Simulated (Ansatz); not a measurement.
**VOs (P-6m2): fixed-spin-moment curve in Python**

Aim: a fixed-spin-moment curve, for VOs (P-6m2), run from a script.

All numbers are computed with Ansatz 0.2.0, driven from Python. Level of theory: DFT LDA, plane waves, PAW.

## (1) The system

Symmetry: P-6m2, No. 187, hexagonal system. The conventional cell has a = 2.763 Å, b = 2.763 Å, c = 4.258 Å, α = 90.00°, β = 90.00°, γ = 120.00°. V (site symmetry -6m2) has 6 Os at 2.66 Å and 6 V at 2.76 Å in its first shell of neighbours. Around Os (site symmetry -6m2) lie 6 V at 2.66 Å and 6 Os at 2.76 Å.

vos.xyz, read by the script:

```xyz
2
Lattice="2.76341201 0.0 0.0 -1.381706 2.393185 0.0 0.0 0.0 4.258021" Properties=species:S:1:pos:R:3 pbc="T T T"
V     1.38170602    0.79772832    0.00000000
Os    0.00000000    0.00000000    2.12901050
```

## (2) The script

Contents of vos.py:

```python
"""Fixed-spin-moment curve of VOs."""

import ansatz

structure = ansatz.Crystal.from_extxyz("vos.xyz")

calculation = (
    structure.calculation()
    .functional("lda")
    .pseudopotentials("paw")
    .basis(31 * ansatz.Ry)
    .kpoints(mesh=(11, 11, 7))
    .occupations("fermi_dirac", width=100 * ansatz.meV)
)
# a hard lock holds the total moment, with one Fermi level a spin
rows = []
for total in [0.0, 0.4, 0.7, 1.1, 1.4, 1.8]:
    summary = calculation.spin("collinear", total=total, lock="hard").run(threads=1).report
    up, down = summary["spin_fermi_energies_ev"]
    rows.append((total, summary["free_energy_ev"], up - down, summary["absolute_magnetization_mub"]))
reference = rows[0][1]
rows = [(m, 1000 * (e - reference), split, size) for m, e, split, size in rows]
for row in rows:
    print("; ".join(f"{name} = {round(v, 4) if isinstance(v, float) else v}" for name, v in zip(["total muB", "F - F(0) meV", "EF up - down eV", "absolute muB"], row)))
best = min(rows, key=lambda row: row[1])
print(f"lowest at {best[0]} muB per cell, {best[1]:.1f} meV against the first point")
```

## (3) The calls as engine input

The package turns the script's settings into the engine's input (first run):

```yaml
crystal:
  lattice:
    - [2.76341201, 0.0, 0.0]
    - [-1.381706, 2.393185, 0.0]
    - [0.0, 0.0, 4.258021]
  atoms:
    - { symbol: V, position: [0.6666666687059318, 0.3333333277619574, 0.0] }
    - { symbol: Os, position: [0.0, 0.0, 0.5] }
basis:
  ecutwfc: 421.77648681281397
kpoints:
  mp_grid:
    grid: [11, 11, 7]
hamiltonian:
  xc: lda
  pseudopotentials:
    kind: paw
magnetization:
  spin_polarized: true
  initial_magnetization: 0.0
  spin_locking:
    lock_magnetization: hard
scf:
  occupations:
    method: fermi_dirac
    width: 0.1
```

## (4) The run

The run is started by

```console
python vos.py
```

**Question.** At which total moment is the energy lowest, and how steeply does it rise?

The runs gave:

```
                            quantity           value
                       runs compared               6
                     range of energy  90.62 meV/atom
lowest point, total moment held (μB)             0.0
```

In words: The lowest point lies at 0 μB a cell, the first of the scan; at 1.8 μB the energy is 181 meV above the lowest. Notes:
- For a metal this k-point mesh is coarse: on a finer one energies can move by several to tens of meV an atom and pressures by half a GPa or more, differences at one mesh by less.
- Spin-orbit coupling, which matters for elements this heavy, is left out.
- The structure comes from a database of computed cells and needn't be a stable or known phase.
- Only points where the Fermi levels of the two spins meet (minima, maxima and zero moment) are free solutions; a shallow minimum can lie between the points.
